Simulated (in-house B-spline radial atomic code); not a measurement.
# Pd⁸⁺: ionisation energy by several methods

How far do functionals differ on the ionisation energy of Pd⁸⁺? Each run solves Pd⁸⁺ and then the next ion ([Kr] 4d1).

The numbers are computed with in-house B-spline radial atomic code version 1 (scalar-relativistic (X2C), several functionals, spin-polarised; spherical all-electron atom at the radial basis limit), except any that are marked as measured or tabulated.

**1. What is computed**

| Item | Value |
| --- | --- |
| element | palladium (Z = 46) |
| charge | +8 |
| electrons | 38 |
| configuration | [Kr] 4d2 |
| nucleus | Fermi, rms radius 4.532 fm |

Outer shells as boxes (Hund's rule):

[Kr] 4d2
```
[Kr] core
4d [↑ ][↑ ][  ][  ][  ]
```

Where spins are not typed, each open shell is filled with up spins first.

**2. BP86, a GGA**

The run's settings:

```ini
Z = 46
electrons = 38.0
configuration = [Kr] 4d2
hamiltonian = x2c
method = b88,p86
spin_polarised = True
nucleus = fermi
rms_radius = 4.5318
mass_number = 106
atomic_mass = 105.903480287
speed_of_light = 137.035999084
```

**3. LDA (VWN5)**

The settings differ from step 2 so:

```diff
@@ -4,3 +4,3 @@
 hamiltonian = x2c
-method = b88,p86
+method = lda,vwn
 spin_polarised = True
```

**4. r2SCAN, a meta-GGA**

The settings differ from step 3 so:

```diff
@@ -4,3 +4,3 @@
 hamiltonian = x2c
-method = lda,vwn
+method = r2scan
 spin_polarised = True
```

**5. AM05, a GGA**

The settings differ from step 4 so:

```diff
@@ -4,3 +4,3 @@
 hamiltonian = x2c
-method = r2scan
+method = am05
 spin_polarised = True
```

**6. LDA (PW92)**

The settings differ from step 5 so:

```diff
@@ -4,3 +4,3 @@
 hamiltonian = x2c
-method = am05
+method = lda,pw
 spin_polarised = True
```

The tabulated ionisation energy is 141 ± 2.2 eV (tabulated theoretical; NIST Atomic Spectra Database). What does each method give, and which comes nearest?

**Answer**, as computed:

| method | rung | total energy (hartree) | ΔSCF (eV) | −ε highest (eV) | ΔSCF less tabulated (eV) |
| --- | --- | --- | --- | --- | --- |
| LDA (VWN5) | LDA | -5022.2528 | 141.07 | 131.17 (4d up) | +0.07 |
| LDA (PW92) | LDA | -5022.2357 | 141.06 | 131.16 (4d up) | +0.06 |
| BP86 | GGA | -5028.2346 | 141.00 | 131.12 (4d up) | -0.00 |
| AM05 | GGA | -5022.5592 | 140.93 | 131.04 (4d up) | -0.07 |
| r2SCAN | meta-GGA | -5027.6501 | 140.79 | 131.11 (4d up) | -0.21 |

The tabulated ionisation energy is 141 ± 2.2 eV (tabulated theoretical; NIST Atomic Spectra Database). BP86 comes nearest (-0.00 eV) and r2SCAN is farthest (-0.21 eV, 0.15 %). Mean absolute error by rung (exchange-only levels left out): LDA 0.07 eV, GGA 0.04 eV, meta-GGA 0.21 eV. The table's own uncertainty is as large as these misses, so the order means little. Relativistic terms that these runs lack can be as large as the gaps between close methods, so the nearest may be so by luck. Spin-orbit coupling is left out. Open shells are averaged (over orientations, and over spins where the run is restricted), while tables refer to the lowest levels. For the semilocal functionals minus the highest level recovers only 93 % of their own ΔSCF value, a mark of self-interaction.
